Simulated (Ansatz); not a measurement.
Crystal: LiY3.

```
Y Li
1.0
    -2.36719    2.36719    5.32664
     2.36719   -2.36719    5.32664
     2.36719    2.36719   -5.32664
Y Li
3 1
Direct
  0.50000 0.50000 0.00000
  0.25000 0.75000 0.50000
  0.75000 0.25000 0.50000
  0.00000 0.00000 0.00000
```

The cell comes from a database or a generator and needn't be the stable form of this composition.

Base run:

| Property | Result |
| --- | --- |
| Program | Ansatz 0.2.0 |
| Functional | PBE |
| Potentials or basis | Ansatz PAW |
| Cutoff | 420 eV (not typed: the program's choice for these potentials) |
| k mesh | 6 × 6 × 6 |
| Occupations | fermi-dirac, width 0.05 eV |
| Spin | no spin polarisation |
| Hubbard terms | Y d U = 3 eV |

Its results: band gap on the k mesh none (metal or under the smearing width); pressure 4.2 GPa.

Task: The run is repeated on the same cell with these changes: hubbard terms from Y d U = 3 eV to Y d U = 2 eV. What comes out?

Result: Band gap on the k mesh none (metal or under the smearing width); pressure 2.7 GPa.

Caveats: U without spin polarisation on a metal has little footing; the U is typed as a test and isn't derived for this compound.
